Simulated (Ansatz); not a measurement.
**CH₃FOSn: taking an electron away**

The task here is to estimate one member of a computed series from the others.

The runs use Ansatz 0.2.0, Gaussian basis; unrestricted cation, the program's frozen cores in correlated methods.

The runs, in order: UKS PBE-D4/def2-TZVPP; UKS r2SCAN-D4/def2-TZVPP; UKS PBE0-D4/def2-TZVPP; UKS B3LYP-D4/def2-TZVPP; UKS wB97X-V/def2-TZVPP; UKS wB97M-V/def2-TZVPP; UKS B2PLYP/def2-TZVPP; UHF-CCSD(T)/def2-TZVPP; UHF-MP2/def2-QZVPP; extrapolation to the limit; then −ε(HOMO) from the neutral's earlier runs with LDA (SPW92), PBE-D4, revPBE-D4, BLYP-D4, r2SCAN-D4, B97M-V, PBE0-D4, B3LYP-D4, r2SCANh-D4, r2SCAN0-D4, HSE06-D4, BHLYP-D4, CAM-B3LYP-D4, LC-ωPBE, ωB97X-V, ωB97M-V.

## Structure used throughout

An earlier PBE0-D4 in a triple-zeta def2 set relaxation fixed the geometry. Sn takes the def2 core potential; no spin-orbit term is included.

SMILES `C[O][Sn][F]`, 7 atoms, charge 0, spin multiplicity 1.

Atoms are counted from 1 here; the program's logs count them from 0.

Bond lengths: C1–O2 1.408 Å, C1–H5 1.095 Å, C1–H6 1.095 Å, C1–H7 1.095 Å, O2–Sn3 1.958 Å, Sn3–F4 1.952 Å. Angles: O2–C1–H5 112.6°, O2–C1–H6 109.6°, O2–C1–H7 109.5°, H5–C1–H6 108.5°, H5–C1–H7 108.6°, H6–C1–H7 107.9°, C1–O2–Sn3 128.3°, O2–Sn3–F4 96.2°.

Set-up of the first run:

The input, in.yaml:

```yaml
crystal:
  periodic: [false, false, false]
  atoms:
    - {symbol: C, position_ang: [0.237912, 0.816396, 0.044178]}
    - {symbol: O, position_ang: [0.229708, -0.237632, 0.977471]}
    - {symbol: Sn, position_ang: [-0.330169, -2.094089, 0.705254]}
    - {symbol: F, position_ang: [-0.813849, -1.896158, -1.174971]}
    - {symbol: H, position_ang: [-0.109081, 0.503511, -0.945727]}
    - {symbol: H, position_ang: [-0.407508, 1.626845, 0.399537]}
    - {symbol: H, position_ang: [1.254287, 1.213127, -0.051343]}
basis:
  gaussian: {orbitals: def2-TZVPP}
total_charge: 1
magnetization: {spin_polarized: true, initial_magnetization: 1}
hamiltonian: {xc: pbe, dispersion: d4}
```

The run is started by

```bash
> ansatz run in.yaml --threads 2 --pin off --events-out ev --progress --plain --max-ram 22528MiB --backend cpu
```

Among the steps run: Cation, UKS PBE-D4/def2-TZVPP; Cation, UKS r2SCAN-D4/def2-TZVPP; Cation, UKS PBE0-D4/def2-TZVPP; Cation, UKS B3LYP-D4/def2-TZVPP; Cation, UKS wB97X-V/def2-TZVPP; Cation, UKS wB97M-V/def2-TZVPP; Cation, UKS B2PLYP (frozen core)/def2-TZVPP; Cation, UHF-CCSD(T)/def2-TZVPP; Cation, UHF-MP2/def2-QZVPP.

One table of the session follows, with a row left open; its other results are not shown here.

Orbital estimates, from the neutral's runs:

| functional | −ε(HOMO) (eV) |
| --- | --- |
| LDA (SPW92) | ? |
| PBE-D4 | 6.49 |
| revPBE-D4 | 6.42 |
| BLYP-D4 | 6.40 |
| r2SCAN-D4 | 6.80 |
| B97M-V | 6.78 |
| PBE0-D4 | 7.83 |
| B3LYP-D4 | 7.64 |
| r2SCANh-D4 | 7.31 |
| r2SCAN0-D4 | 8.06 |
| HSE06-D4 | 7.43 |
| BHLYP-D4 | 9.03 |
| CAM-B3LYP-D4 | 9.21 |
| LC-ωPBE | 10.44 |
| ωB97X-V | 10.14 |
| ωB97M-V | 10.09 |

Q: Estimate the row for LDA (SPW92) from the others.

**Answer.** −ε(HOMO) (eV): 6.68. In the column «−ε(HOMO) (eV)» it lies between PBE-D4 (6.49) and B97M-V (6.78).
